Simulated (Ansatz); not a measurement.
What does this script print? It uses the Python package of Ansatz (0.2.0).

Input file `ch6alfge.xyz`:
```text
10

F    -1.47300    0.76620    2.74590
Al   -1.44150    0.36800    0.98920
C     0.14800    0.82970   -0.08890
Ge    1.05170   -0.79260   -0.77410
H    -2.64970   -0.41020    0.28200
H    -0.10630    1.50400   -0.92040
H     0.94110    1.35350    0.57600
H    -0.01030   -1.51790   -1.67920
H     1.38530   -1.70730    0.45120
H     2.23780   -0.44460   -1.57870
```

`ch6alfge.py`
```python
"""Dispersion corrections for CH6AlFGe."""

import ansatz as az

BASIS_SET = "def2-SVP"


def main() -> None:
    system = az.Crystal.molecule_from_extxyz("ch6alfge.xyz")

    calc = system.calculation().basis(gaussian=BASIS_SET)
    for name in ["r2scan", "b3lyp"]:
        for correction in ("d3bj", "d4"):
            report = calc.functional(name, dispersion=correction).run(threads=1).report
            print(f"{name:8s} {correction:5s} total {report['free_energy_ev']:.5f} eV, of which dispersion {1000 * report['dispersion']['energy']['ev']:.2f} meV")


if __name__ == "__main__":
    main()
```

```console
$ python ch6alfge.py
DeckWarning: the engine holds no damping parameters fitted to this dispersion correction and functional, so the run takes those fitted to r2scan beside the three-body term, which d3bj leaves out (hamiltonian.dispersion, under Limitations)
r2scan   d3bj  total -66953.51039 eV, of which dispersion -52.86 meV
r2scan   d4    total -66953.50225 eV, of which dispersion -44.72 meV
b3lyp    d3bj  total -66958.47957 eV, of which dispersion -345.42 meV
b3lyp    d4    total -66958.43473 eV, of which dispersion -300.57 meV
```
(Warnings from the package without file and line.)

Caveats:
- Total energies depend on the basis set; only differences at equal settings carry meaning.
- The geometry is a force-field or estimated start, not a minimum of this method, and the basis set is short of its limit. D4 holds the three-body term, and d3bj doesn't.
- b3lyp holds the VWN-RPA fit, as in Gaussian; the form of ORCA and Turbomole is b3lyp5.
- A dispersion term here runs with damping parameters fitted for another variant or functional.
- The whole script took 21 s on 1 thread of Arm Neoverse V1, with other jobs on the host, peak memory 0.31 GiB.
